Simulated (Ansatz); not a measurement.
**Alloy of ZnSiP2 and MgSiP2 (5 of 16 Zn sites exchanged), 64 atoms**

How does this alloy cell relax, and what gap do PBEsol and HSE06 give?

Program: Ansatz 0.2.0, PAW, plane waves. These are calculated values, not measurements.

## (1) The starting cell

64 atoms (5 Mg, 11 Zn, 16 Si, 32 P); a = 10.941 Å, b = 10.941 Å, c = 10.333 Å, α = 90.00°, β = 90.00°, γ = 90.00°. All atoms were shaken off their sites by about 0.02 Å along each axis.

The runs, in order: (2) PBEsol cell relaxation at the single k point (¼, ¼, ¼), on 7 threads of Arm Neoverse-V2; (3) HSE06 single point at the Γ point alone, on 7 threads of Arm Neoverse-V2.

## (2) PBEsol relaxation of the cell and the positions

Contents of in.yaml:

```yaml
crystal:
  lattice:
    - [10.940624, -0.000058, -0.000014]
    - [-0.000058, 10.940624, -0.000014]
    - [-0.000013, -0.000013, 10.332663]
  atoms:
    - { symbol: Mg, position: [0.000749, 0.998950, 0.994419] }
    - { symbol: Mg, position: [0.500584, 0.753905, 0.251398] }
    - { symbol: Mg, position: [0.250031, 0.000178, 0.749168] }
    - { symbol: Mg, position: [0.749576, 0.000768, 0.750037] }
    - { symbol: Mg, position: [0.252482, 0.249137, 0.501785] }
    - { symbol: Zn, position: [0.999897, 0.501431, 0.998742] }
    - { symbol: Zn, position: [0.500204, 0.998634, 0.001278] }
    - { symbol: Zn, position: [0.499345, 0.500027, 0.000838] }
    - { symbol: Zn, position: [0.999531, 0.253117, 0.248809] }
    - { symbol: Zn, position: [0.998686, 0.751805, 0.249847] }
    - { symbol: Zn, position: [0.502612, 0.250345, 0.247132] }
    - { symbol: Zn, position: [0.250740, 0.499725, 0.748624] }
    - { symbol: Zn, position: [0.750195, 0.499986, 0.748128] }
    - { symbol: Zn, position: [0.250479, 0.747658, 0.499431] }
    - { symbol: Zn, position: [0.751409, 0.248893, 0.497446] }
    - { symbol: Zn, position: [0.747780, 0.750926, 0.500202] }
    - { symbol: Si, position: [0.005455, 0.998609, 0.498227] }
    - { symbol: Si, position: [0.002329, 0.500051, 0.497853] }
    - { symbol: Si, position: [0.498138, 0.996422, 0.500807] }
    - { symbol: Si, position: [0.501094, 0.502882, 0.497884] }
    - { symbol: Si, position: [0.247995, 0.998074, 0.250964] }
    - { symbol: Si, position: [0.250930, 0.500114, 0.247516] }
    - { symbol: Si, position: [0.753586, 0.998713, 0.248021] }
    - { symbol: Si, position: [0.748672, 0.500733, 0.247738] }
    - { symbol: Si, position: [0.250740, 0.251747, 0.003845] }
    - { symbol: Si, position: [0.248031, 0.750044, 0.002185] }
    - { symbol: Si, position: [0.751593, 0.245940, 0.999448] }
    - { symbol: Si, position: [0.748354, 0.748366, 0.998734] }
    - { symbol: Si, position: [0.995811, 0.248200, 0.748530] }
    - { symbol: Si, position: [0.998395, 0.748100, 0.749571] }
    - { symbol: Si, position: [0.499741, 0.249580, 0.750646] }
    - { symbol: Si, position: [0.500935, 0.753382, 0.753623] }
    - { symbol: P, position: [0.138150, 0.125628, 0.128275] }
    - { symbol: P, position: [0.137588, 0.625533, 0.125111] }
    - { symbol: P, position: [0.638359, 0.122908, 0.122420] }
    - { symbol: P, position: [0.633904, 0.626046, 0.126157] }
    - { symbol: P, position: [0.110254, 0.126416, 0.628564] }
    - { symbol: P, position: [0.115238, 0.624672, 0.624173] }
    - { symbol: P, position: [0.610516, 0.124803, 0.623659] }
    - { symbol: P, position: [0.614282, 0.620923, 0.624924] }
    - { symbol: P, position: [0.365266, 0.373794, 0.126877] }
    - { symbol: P, position: [0.364434, 0.876399, 0.127859] }
    - { symbol: P, position: [0.863412, 0.373774, 0.120998] }
    - { symbol: P, position: [0.866058, 0.874394, 0.125796] }
    - { symbol: P, position: [0.375465, 0.113471, 0.376295] }
    - { symbol: P, position: [0.377470, 0.611119, 0.376108] }
    - { symbol: P, position: [0.872839, 0.112145, 0.373536] }
    - { symbol: P, position: [0.875599, 0.614237, 0.373839] }
    - { symbol: P, position: [0.126197, 0.387337, 0.373449] }
    - { symbol: P, position: [0.126452, 0.886854, 0.374214] }
    - { symbol: P, position: [0.627271, 0.389850, 0.375880] }
    - { symbol: P, position: [0.625960, 0.886079, 0.373927] }
    - { symbol: P, position: [0.124465, 0.365928, 0.874226] }
    - { symbol: P, position: [0.123587, 0.866659, 0.873856] }
    - { symbol: P, position: [0.623431, 0.364266, 0.876138] }
    - { symbol: P, position: [0.626724, 0.864236, 0.878496] }
    - { symbol: P, position: [0.388514, 0.374273, 0.623981] }
    - { symbol: P, position: [0.385349, 0.875908, 0.626681] }
    - { symbol: P, position: [0.886322, 0.376138, 0.623347] }
    - { symbol: P, position: [0.884415, 0.877117, 0.625093] }
    - { symbol: P, position: [0.375240, 0.135394, 0.875116] }
    - { symbol: P, position: [0.371757, 0.636900, 0.876638] }
    - { symbol: P, position: [0.876105, 0.137372, 0.873731] }
    - { symbol: P, position: [0.875229, 0.634405, 0.874536] }
  symmetry: { detect: false }
kpoints:
  mp_grid: { grid: [1, 1, 1], shift: [0.25, 0.25, 0.25] }
hamiltonian:
  xc: pbesol
scf:
  occupations: { method: fermi_dirac, width: 0.01 }
relax:
  f_tol: 0.03
  max_steps: 80
  escape_saddle: false
  adjacent_minimum: "off"
  cell: { fix: [alpha, beta, gamma] }
output:
  forces: true
  eigenvalues: true
  populations: true
```

On the command line:

```sh
$ ansatz run in.yaml --threads 7 --pin off --max-ram 13300MiB --runs-dir r --events-out ev --progress --plain
```

Further steps of the session: HSE06 on the final geometry.

**Question.** What will these runs give? Wanted: for each run, top filled to lowest empty.

**Answer**, as computed:

| level | time | k points | top filled to lowest empty (eV) |
| --- | --- | --- | --- |
| PBEsol, relaxation | 94 s (7 CPU threads) | (¼, ¼, ¼) | 1.81 |
| HSE06 | 3.8 min (7 CPU threads) | Γ | 1.98 |

```
     quantity                                                                         value
   relaxation                                              7 recorded steps, 1.48 eV gained
largest shift                                                                  0.16 Å (P54)
 relaxed cell  a = 10.892 Å, b = 10.900 Å, c = 10.423 Å, α = 90.00°, β = 90.00°, γ = 90.00°
   mean bonds                                          Mg–P 2.492, P–Si 2.254, P–Zn 2.363 Å
```

**Reading.** The relaxation lowers the energy by 1.48 eV; the largest shift is 0.16 Å (P54), while the volume changes by +0.1 %. The mean lengths of the listed bonds run from P–Si 2.25 Å to Mg–P 2.49 Å. Rows on different k points differ by sampling as well as by level. With one k point the spacing samples only the states that fold onto it, so it can exceed the gap over the zone.
